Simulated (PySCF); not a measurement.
**InF2: structure of the doublet**

Aim: relax InF2 as a doublet from a linear start, check by its vibrations whether the end is a minimum, and collect its spectrum and constants.

Computed with PySCF 2.14.0. Level: PBE0, basis In def2-TZVP with ECP28, F def2-TZVP, scalar-relativistic core potentials, no spin–orbit coupling, density fitting.

### 1 Starting geometry

3 atoms, charge 0, spin multiplicity 2.

Bond lengths: In1–F2 2.060 Å, In1–F3 2.060 Å. Angles: F2–In1–F3 180.0°.

```xyz
3
charge 0 multiplicity 2
In    0.0000    0.0000    0.0000
F     0.0000    0.0000    2.0600
F     0.0000    0.0000   -2.0600
```

### 2 Finding the electronic state

The steps below are one call of a driver around PySCF. For each, scf.py gives the equivalent set-up of the SCF; relaxations use the driver's own optimiser. After this first run the driver tries any further starts and a stability analysis.

scf.py reads:

```python
from pyscf import gto, scf, dft
mol = gto.M(atom='''
In     0.000000     0.000000     0.000000
F      0.000000     0.000000     2.060000
F      0.000000     0.000000    -2.060000''',
    basis={'In': 'def2-TZVP', 'F': 'def2-TZVP'},
    ecp={'In': 'def2-TZVP'},
    charge=0, spin=1)
mf = dft.UKS(mol, xc='PBE0')
mf.grids.atom_grid = (50, 194)
aux = {'In': 'def2-universal-JKFIT', 'F': 'def2-universal-JKFIT'}
mf = mf.density_fit(auxbasis=aux)
mf.conv_tol = 1e-08
mf.diis_space = 10
mf.max_cycle = 60
mf.init_guess = 'minao'
mf.verbose = 4
mf.kernel()
```

Command:

```
$ OMP_NUM_THREADS=4 python axn.py task.json out
```

Log:

```text
init E= -356.865916237495
[... the frontier-level lines of each cycle are left out ...]
cycle= 1 E= -389.220277554417  delta_E= -32.4  |g|= 1.23  |ddm|= 31.8
cycle= 2 E= -389.263683122354  delta_E= -0.0434  |g|= 1.34  |ddm|= 4.66
cycle= 3 E= -389.740956250816  delta_E= -0.477  |g|= 0.0561  |ddm|= 1.64
cycle= 4 E= -389.739273474398  delta_E= 0.00168  |g|= 0.0938  |ddm|= 0.105
cycle= 5 E= -389.742060800192  delta_E= -0.00279  |g|= 0.00248  |ddm|= 0.0828
cycle= 6 E= -389.742065428994  delta_E= -4.63e-06  |g|= 0.000819  |ddm|= 0.00567
cycle= 7 E= -389.742066020005  delta_E= -5.91e-07  |g|= 0.000225  |ddm|= 0.00243
cycle= 8 E= -389.742066082765  delta_E= -6.28e-08  |g|= 6.9e-05  |ddm|= 0.000881
cycle= 9 E= -389.742066088101  delta_E= -5.34e-09  |g|= 1.14e-05  |ddm|= 0.000238
Extra cycle  E= -389.742066088098  delta_E= 2.73e-12  |g|= 1.93e-05  |ddm|= 4.29e-05
converged SCF energy = -389.742066088098  <S^2> = 0.75479434  2S+1 = 2.0047886
```

This step, with its further starts and checks, took 4.5 s on 4 threads of Arm Neoverse V1, shared host.

The test of internal stability found no lower solution of this spin.

### 3 Relaxing the doublet from the linear start

The program finds D∞h symmetry in the start, which this walk keeps. The walk stops when the largest gradient is under 0.0003 Eh/bohr and the energy has settled too.

scf.py, as its differences from that of step 2:

```diff
@@ -16 +15,0 @@
-mf.init_guess = 'minao'
```

Steps of the walk:

```csv
step,energy (Eh),change (kJ/mol),largest symmetric gradient (Eh/bohr)
0,-389.742066,0.00,0.01615
1,-389.743975,-5.01,0.00321
2,-389.744039,-5.18,0.00056
3,-389.744041,-5.19,0.00002
```

The walk took 5.5 s.

After 3 steps and 5.2 kJ/mol it ends at D∞h: In–F 1.999 Å (×2); F–In–F 180.0°.

### 4 Is it a minimum? Harmonic modes

On the finer grid the gradient is checked again; gradients at displacements of ±0.02 bohr then give force constants and infrared intensities.

scf.py, as its differences from that of step 3:

```diff
@@ -3,3 +3,3 @@
-In     0.000000     0.000000     0.000000
-F      0.000000     0.000000     2.060000
-F      0.000000     0.000000    -2.060000''',
+In    -0.000000     0.000000     0.000000
+F      0.000000     0.000000     1.998630
+F     -0.000000     0.000000    -1.998630''',
@@ -10 +10 @@
-mf.grids.atom_grid = (50, 194)
+mf.grids.atom_grid = (75, 302)
@@ -13 +13 @@
-mf.conv_tol = 1e-08
+mf.conv_tol = 1e-10
```

The driver hands on the density of the step before, so the log starts near convergence.

SCF at the final geometry:

```text
init E= -389.74419756213
[... the frontier-level lines of each cycle are left out ...]
cycle= 1 E= -389.744197562123  delta_E= 6.82e-12  |g|= 5.81e-06  |ddm|= 1.05e-05
Extra cycle  E= -389.744197562097  delta_E= 2.6e-11  |g|= 1.08e-05  |ddm|= 1.47e-05
converged SCF energy = -389.744197562097  <S^2> = 0.75383872  2S+1 = 2.003835
```

The whole step took 15 s.

Geometry: D∞h; In–F 1.999 Å (×2); F–In–F 180.0°.

Modes, for the most abundant isotopes:

| symmetry | ω (cm⁻¹) | IR (km/mol) | type |
| --- | --- | --- | --- |
| πu | 129i | 7.3 | bend |
| σg+ | 480 | 0.0 | stretch |
| σu+ | 516 | 126 | stretch |

With 2 modes imaginary (up to 129i cm⁻¹) this point is a saddle.

Constants and moments:

```
Dipole moment                                                   : 0.00 D
Highest occupied level                                          : -6.74 eV
Lowest empty level                                              : -3.97 eV
Rotational constants                                            : 0.1111 cm⁻¹
Zero-point energy (real modes)                                  : 6.0 kJ/mol
Principal polarisabilities                                      : 39.5, 39.5, 48.8 bohr³
Atomisation energy without zero-point energy                    : 729 kJ/mol
Principal traceless quadrupole moments about the centre of mass : -17.99, 9.00, 9.00 D Å
Spin squared ⟨S²⟩                                               : 0.754
```

Charges (e) and bond orders:

```
atom  Mulliken  Löwdin  polar tensor  spin (Mulliken)  Mayer order to In1
 In1      0.87    0.55          0.86             0.65                   –
F2,3     -0.44   -0.28         -0.43             0.18                0.84
```

Mulliken populations on In1 (outside its core potential): s 3.43, p 6.46, d 10.16, f 0.08.

### 5 Downhill along the imaginary mode

The atoms are moved a little along the softest imaginary mode and relaxed again.

The program finds C2v symmetry in the start, which this walk keeps. Threshold on the gradient: 0.0003 Eh/bohr, with a further test on the energy change.

scf.py, as its differences from that of step 4:

```diff
@@ -3,3 +3,3 @@
-In    -0.000000     0.000000     0.000000
-F      0.000000     0.000000     1.998630
-F     -0.000000     0.000000    -1.998630''',
+In    -0.082350     0.007272    -0.000000
+F      0.249031    -0.021992     1.998630
+F      0.249031    -0.021992    -1.998630''',
@@ -10 +10 @@
-mf.grids.atom_grid = (75, 302)
+mf.grids.atom_grid = (50, 194)
@@ -13 +13 @@
-mf.conv_tol = 1e-10
+mf.conv_tol = 1e-08
```

Energy and gradient, step by step:

```csv
step,energy (Eh),change (kJ/mol),largest symmetric gradient (Eh/bohr)
0,-389.746554,0.00,0.01178
1,-389.749488,-7.70,0.00820
2,-389.757619,-29.05,0.00457
3,-389.758125,-30.38,0.01356
4,-389.758703,-31.90,0.00485
5,-389.758886,-32.38,0.00277
6,-389.759007,-32.70,0.00008
7,-389.759007,-32.70,0.00001
```

The walk took 12 s.

It settles in C2v symmetry, 32.7 kJ/mol below the start, after 7 steps: In–F 1.958 Å (×2); F–In–F 116.7°.

### 6 Is it a minimum? Harmonic modes

As before: finer grid, then central differences.

scf.py, as its differences from that of step 5:

```diff
@@ -3,3 +3,3 @@
-In    -0.082350     0.007272    -0.000000
-F      0.249031    -0.021992     1.998630
-F      0.249031    -0.021992    -1.998630''',
+In    -0.253884     0.022421    -0.000000
+F      0.768472    -0.067865     1.666169
+F      0.768472    -0.067865    -1.666169''',
@@ -10 +10 @@
-mf.grids.atom_grid = (50, 194)
+mf.grids.atom_grid = (75, 302)
@@ -13 +13 @@
-mf.conv_tol = 1e-08
+mf.conv_tol = 1e-10
```

Log of the central SCF (cycles and frontier levels):

```text
init E= -389.759122503091
[... the frontier-level lines of each cycle are left out ...]
cycle= 1 E= -389.759122503049  delta_E= 4.2e-11  |g|= 1.38e-05  |ddm|= 1.3e-05
cycle= 2 E= -389.759122502858  delta_E= 1.91e-10  |g|= 2.82e-05  |ddm|= 2.39e-05
cycle= 3 E= -389.759122503108  delta_E= -2.5e-10  |g|= 7.09e-07  |ddm|= 1.58e-05
cycle= 4 E= -389.759122503108  delta_E= -7.39e-13  |g|= 1.34e-07  |ddm|= 9.73e-07
Extra cycle  E= -389.759122503111  delta_E= -2.61e-12  |g|= 9.75e-08  |ddm|= 3.36e-07
converged SCF energy = -389.759122503111  <S^2> = 0.75356458  2S+1 = 2.0035614
```

The whole step took 22 s on 4 threads of Arm Neoverse V1, shared host.

Geometry: C2v; In–F 1.957 Å (×2); F–In–F 116.7°.

Harmonic modes (main isotopes):

| symmetry | ω (cm⁻¹) | IR (km/mol) | μ (u) | type |
| --- | --- | --- | --- | --- |
| a1 | 125 | 20.9 | 21.92 | bend |
| a1 | 553 | 40.6 | 20.52 | stretch |
| b2 | 572 | 110 | 22.65 | stretch |

All wavenumbers are real: a minimum.

Properties at this point:

```yaml
Dipole_moment: 3.24 D
Highest_occupied_level: -7.68 eV
Lowest_empty_level: -4.66 eV
Rotational_constants: 0.5605, 0.1598, 0.1244 cm⁻¹
Zero-point_energy: 7.5 kJ/mol
Principal_polarisabilities: 32.5, 33.4, 40.1 bohr³
Atomisation_energy_without_zero-point_energy: 769 kJ/mol
Principal_traceless_quadrupole_moments_about_the_centre_of_mass: -11.08, 2.30, 8.78 D Å
Entropy_at_298.15_K_and_1_bar_electronic_part_spin_only: 291.0 J/(mol K)
Heat_capacity_Cp_at_298.15_K: 50.6 J/(mol K)
Enthalpy_at_298.15_K_above_0_K: 12.68 kJ/mol
Rotational_symmetry_number: 2
Spin_squared_⟨S²⟩: 0.754
```

Populations by atom (charges in e):

```csv
atom,Mulliken,Löwdin,polar tensor,spin (Mulliken),Mayer order to In1
In1,0.92,0.52,1.22,0.77,–
"F2,3",-0.46,-0.26,-0.61,0.11,0.85
```

Outer orbital energies (eV). α occupied: -22.14, -13.07, -11.67, -10.90, -10.85, -10.61, -10.55, -7.68; empty: -2.01, -0.35, 0.02, 2.04. β occupied: -22.02, -21.98, -12.38, -10.80, -10.78, -10.61, -10.50, -10.42; empty: -4.66, -1.29, 0.16, 0.55.

Mulliken populations on In1 (outside its core potential): s 3.24, p 6.61, d 10.15, f 0.08.

### 7 All stationary points

| spin | group | bonds | imaginary modes (cm⁻¹) | ΔE (kJ/mol) | with zero-point energy |
| --- | --- | --- | --- | --- | --- |
| doublet | C2v | In–F 1.957 Å (×2) | none | 0.0 | 0.0 |
| doublet | D∞h | In–F 1.999 Å (×2) | 129i, 129i | 39.2 | – |

### 8 Summary of results

| quantity | value |
| --- | --- |
| minimum | doublet, C2v |
| geometry | In–F 1.957 Å (×2); F–In–F 116.7° |
| wavenumbers (cm⁻¹) | 125 (a1), 553 (a1), 572 (b2) |
| dipole moment | 3.24 D |
| highest occupied, lowest empty level (either spin) | -7.68, -4.66 eV |
| polar-tensor charge of In1 | +1.22 e |
| zero-point energy | 7.5 kJ/mol |
| entropy at 298.15 K | 291.0 J/(mol K) |
| atomisation energy (no zero-point energy) | 769 kJ/mol |
| ⟨S²⟩ | 0.754 |

**Reading.** From D∞h at the start the molecule goes to a C2v minimum, after a stop at a second-order saddle point 39.2 kJ/mol higher, from which it was pushed off along an imaginary mode. The strongest infrared band lies at 572 cm⁻¹ (b2, stretch). Most of the spin sits on In1 (Mulliken spin 0.77, against 1 for the whole molecule). Other starts or spin states, not run here, may lie lower. With an element this heavy the missing spin–orbit coupling can shift these numbers.

The search up to here took 60 s.
